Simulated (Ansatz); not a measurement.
# C₃H₉As: one species, many methods

An exercise on one series of results from a longer session: the logs are not shown, and one member is left open.

Method: functionals in def2-TZVPP, the program's frozen cores in correlated methods; program: Ansatz 0.2.0, Gaussian basis.

Plan: LDA (SPW92), PBE-D4, revPBE-D4, BLYP-D4, r2SCAN-D4, B97M-V, PBE0-D4, B3LYP-D4, r2SCANh-D4, r2SCAN0-D4, HSE06-D4, BHLYP-D4, CAM-B3LYP-D4, LC-ωPBE, ωB97X-V, ωB97M-V, B2PLYP, PBE-QIDH; CCSD(T)/def2-SVP; CCSD(T)/def2-TZVPP; MP2/def2-QZVPP; extrapolation to the limit; RPA on PBE.

### Structure used throughout

An earlier PBE0-D4 in a triple-zeta def2 set relaxation fixed the geometry.

13 atoms, charge 0, spin multiplicity 1.

Atoms are counted from 1 here; the program's logs count them from 0.

Bond lengths: C1–C2 1.518 Å, C1–H5 1.093 Å, C1–H6 1.093 Å, C1–H7 1.093 Å, C2–As3 1.976 Å, C2–H8 1.092 Å, C2–H9 1.094 Å, As3–C4 1.968 Å, As3–H10 1.528 Å, C4–H11 1.091 Å, C4–H12 1.090 Å, C4–H13 1.090 Å. Angles: C2–C1–H5 111.3°, C2–C1–H6 111.3°, C2–C1–H7 111.4°, H5–C1–H6 107.5°, H5–C1–H7 107.6°, H6–C1–H7 107.5°, C1–C2–As3 112.0°, C1–C2–H8 111.4°, C1–C2–H9 110.7°, As3–C2–H8 109.0°, As3–C2–H9 106.1°, H8–C2–H9 107.4°, C2–As3–C4 97.8°, C2–As3–H10 95.0°, C4–As3–H10 95.5°, As3–C4–H11 108.6°, As3–C4–H12 109.2°, As3–C4–H13 111.9° and more.

As a file:

```mol
C3H9As
  3D, bonds by distance, orders not assigned

 13 12  0  0  0  0  0  0  0  0999 V2000
   -0.4500    2.0283   -0.2875 C   0  0
   -0.5948    0.5189   -0.2172 C   0  0
    1.1532   -0.3978   -0.3161 As  0  0
    0.5414   -2.1969    0.1962 C   0  0
   -1.4258    2.5215   -0.2781 H   0  0
    0.1209    2.4131    0.5617 H   0  0
    0.0682    2.3378   -1.1988 H   0  0
   -1.1077    0.2104    0.6964 H   0  0
   -1.1809    0.1470   -1.0624 H   0  0
    1.5970    0.0109    1.0876 H   0  0
    0.0154   -2.6390   -0.6511 H   0  0
    1.4071   -2.8191    0.4246 H   0  0
   -0.1234   -2.1698    1.0595 H   0  0
  1  2  8  0
  2  3  8  0
  3  4  8  0
  1  5  8  0
  1  6  8  0
  1  7  8  0
  2  8  8  0
  2  9  8  0
  3 10  8  0
  4 11  8  0
  4 12  8  0
  4 13  8  0
M  END
```

The first run:

Contents of in.yaml:

```yaml
crystal:
  periodic: [false, false, false]
  atoms:
    - {symbol: C, position_ang: [-0.449952, 2.028290, -0.287537]}
    - {symbol: C, position_ang: [-0.594812, 0.518897, -0.217232]}
    - {symbol: As, position_ang: [1.153220, -0.397771, -0.316146]}
    - {symbol: C, position_ang: [0.541373, -2.196916, 0.196206]}
    - {symbol: H, position_ang: [-1.425839, 2.521462, -0.278141]}
    - {symbol: H, position_ang: [0.120884, 2.413102, 0.561651]}
    - {symbol: H, position_ang: [0.068185, 2.337834, -1.198818]}
    - {symbol: H, position_ang: [-1.107707, 0.210414, 0.696415]}
    - {symbol: H, position_ang: [-1.180938, 0.147032, -1.062390]}
    - {symbol: H, position_ang: [1.597005, 0.010933, 1.087641]}
    - {symbol: H, position_ang: [0.015392, -2.639017, -0.651058]}
    - {symbol: H, position_ang: [1.407119, -2.819148, 0.424584]}
    - {symbol: H, position_ang: [-0.123431, -2.169812, 1.059524]}
basis:
  gaussian: {orbitals: def2-TZVPP}
hamiltonian: {xc: lda}
output: {orbitals: {seedname: orbitals}}
```

Steps of the session up to this table: LDA; PBE-D4 (GGA); revPBE-D4 (GGA); BLYP-D4 (GGA); r2SCAN-D4 (meta-GGA); B97M-V (meta-GGA); PBE0-D4 (hybrid); B3LYP-D4 (hybrid); r2SCANh-D4 (hybrid); r2SCAN0-D4 (hybrid); HSE06-D4 (hybrid); BHLYP-D4 (hybrid); CAM-B3LYP-D4 (range-separated); LC-ωPBE-D4 (range-separated; the results give it without D4); ωB97X-V (range-separated); ωB97M-V (range-separated); B2PLYP (double hybrid); PBE-QIDH (double hybrid).

One table of the session follows, with a row left open; its other results are not shown here.

It belongs to the step «Frontier levels by functional». 

```
  functional  HOMO (eV)  LUMO (eV)  gap (eV)
 LDA (SPW92)      -5.74      -0.33      5.41
      PBE-D4      -5.62      -0.14      5.48
   revPBE-D4      -5.57      -0.05      5.52
     BLYP-D4      -5.50      -0.10      5.40
   r2SCAN-D4      -5.85       0.26      6.12
      B97M-V          ?          ?         ?
     PBE0-D4      -6.70       0.66      7.36
    B3LYP-D4      -6.53       0.37      6.90
  r2SCANh-D4      -6.25       0.54      6.79
  r2SCAN0-D4      -6.86       0.93      7.79
    HSE06-D4      -6.31       0.29      6.59
    BHLYP-D4      -7.69       1.36      9.05
CAM-B3LYP-D4      -8.00       1.52      9.52
     LC-ωPBE      -9.30       2.76     12.05
     ωB97X-V      -8.97       2.56     11.54
     ωB97M-V      -8.87       2.25     11.11
```

Q: Estimate the row for B97M-V from the others.

As computed: HOMO (eV): -5.92; LUMO (eV): 0.00; gap (eV): 5.92. In the column «HOMO (eV)» it lies between r2SCANh-D4 (-6.25) and r2SCAN-D4 (-5.85).
